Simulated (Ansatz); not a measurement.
**C₃H₇B: up Jacob's ladder to CCSD(T)**

One table from this session's results is given with a row withheld; the runs are named, their logs left out.

Method: functionals in def2-TZVPP, the program's frozen cores in correlated methods; program: Ansatz 0.2.0, Gaussian basis.

Levels to be run: LDA (SPW92), PBE-D4, revPBE-D4, BLYP-D4, r2SCAN-D4, B97M-V, PBE0-D4, B3LYP-D4, r2SCANh-D4, r2SCAN0-D4, HSE06-D4, BHLYP-D4, CAM-B3LYP-D4, LC-ωPBE, ωB97X-V, ωB97M-V, B2PLYP, PBE-QIDH; CCSD(T)/def2-SVP; CCSD(T)/def2-TZVPP; MP2/def2-QZVPP; extrapolation to the limit; RPA on PBE.

### Structure used throughout

An earlier PBE0-D4 in a triple-zeta def2 set relaxation fixed the geometry.

11 atoms, charge 0, spin multiplicity 1.

Atoms are counted from 1 here; the program's logs count them from 0.

Bond lengths: B1–C2 1.772 Å, B1–C3 1.707 Å, B1–C4 1.772 Å, B1–H5 1.191 Å, B1–H6 1.192 Å, C2–C3 1.405 Å, C2–H7 1.082 Å, C2–H8 1.082 Å, C3–C4 1.405 Å, C3–H9 1.085 Å, C4–H10 1.082 Å, C4–H11 1.082 Å. Angles: C2–B1–C3 47.6°, C2–B1–C4 85.9°, C2–B1–H5 101.5°, C2–B1–H6 120.3°, C3–B1–C4 47.6°, C3–B1–H5 128.6°, C3–B1–H6 110.7°, C4–B1–H5 101.4°, C4–B1–H6 120.3°, H5–B1–H6 120.7°, B1–C2–C3 63.8°, B1–C2–H7 120.8°, B1–C2–H8 106.0°, C3–C2–H7 118.2°, C3–C2–H8 120.5°, H7–C2–H8 116.1°, B1–C3–C2 68.6°, B1–C3–C4 68.7° and more.

As a file:

```xyz
11

B    -0.8965    0.0603   -0.2062
C     0.5005    1.1498   -0.1770
C     0.5973   -0.0056    0.6162
C     0.2785   -1.2443    0.0353
H    -1.1056   -0.0247   -1.3752
H    -1.7944    0.2120    0.5635
H     0.4451    2.1087    0.3213
H     0.8936    1.1588   -1.1852
H     0.4431    0.1035    1.6850
H     0.6469   -1.5006   -0.9494
H     0.0568   -2.0751    0.6922
```

Set-up of the first run:

Contents of in.yaml:

```yaml
crystal:
  periodic: [false, false, false]
  atoms:
    - {symbol: B, position_ang: [-0.896487, 0.060348, -0.206211]}
    - {symbol: C, position_ang: [0.500503, 1.149806, -0.177036]}
    - {symbol: C, position_ang: [0.597338, -0.005636, 0.616236]}
    - {symbol: C, position_ang: [0.278530, -1.244295, 0.035298]}
    - {symbol: H, position_ang: [-1.105558, -0.024692, -1.375158]}
    - {symbol: H, position_ang: [-1.794367, 0.212005, 0.563545]}
    - {symbol: H, position_ang: [0.445075, 2.108693, 0.321279]}
    - {symbol: H, position_ang: [0.893564, 1.158756, -1.185203]}
    - {symbol: H, position_ang: [0.443082, 0.103466, 1.685016]}
    - {symbol: H, position_ang: [0.646898, -1.500592, -0.949374]}
    - {symbol: H, position_ang: [0.056823, -2.075062, 0.692208]}
basis:
  gaussian: {orbitals: def2-TZVPP}
hamiltonian: {xc: lda}
output: {orbitals: {seedname: orbitals}}
```

Among the steps run: LDA; PBE-D4 (GGA); revPBE-D4 (GGA); BLYP-D4 (GGA); r2SCAN-D4 (meta-GGA); B97M-V (meta-GGA); PBE0-D4 (hybrid); B3LYP-D4 (hybrid); r2SCANh-D4 (hybrid); r2SCAN0-D4 (hybrid); HSE06-D4 (hybrid); BHLYP-D4 (hybrid); CAM-B3LYP-D4 (range-separated); LC-ωPBE-D4 (range-separated; the results give it without D4); ωB97X-V (range-separated); ωB97M-V (range-separated); B2PLYP (double hybrid); PBE-QIDH (double hybrid).

One table of the session follows, with a row left open; its other results are not shown here.

It belongs to the step «Frontier levels by functional». 

```
  functional  HOMO (eV)  gap (eV)
 LDA (SPW92)      -6.87      5.39
      PBE-D4          ?         ?
   revPBE-D4      -6.61      5.39
     BLYP-D4      -6.49      5.31
   r2SCAN-D4      -6.85      5.79
      B97M-V      -6.90      5.79
     PBE0-D4      -7.74      7.41
    B3LYP-D4      -7.50      6.94
  r2SCANh-D4      -7.25      6.54
  r2SCAN0-D4      -7.86      7.67
    HSE06-D4      -7.34      6.63
    BHLYP-D4      -8.63      9.33
CAM-B3LYP-D4      -9.01      9.77
     LC-ωPBE     -10.37     12.26
     ωB97X-V      -9.99     11.82
     ωB97M-V      -9.89     11.54
```

**Question.** Estimate the row for PBE-D4.

As computed: HOMO (eV): -6.67; gap (eV): 5.38. In the column «HOMO (eV)» it lies between r2SCAN-D4 (-6.85) and revPBE-D4 (-6.61).
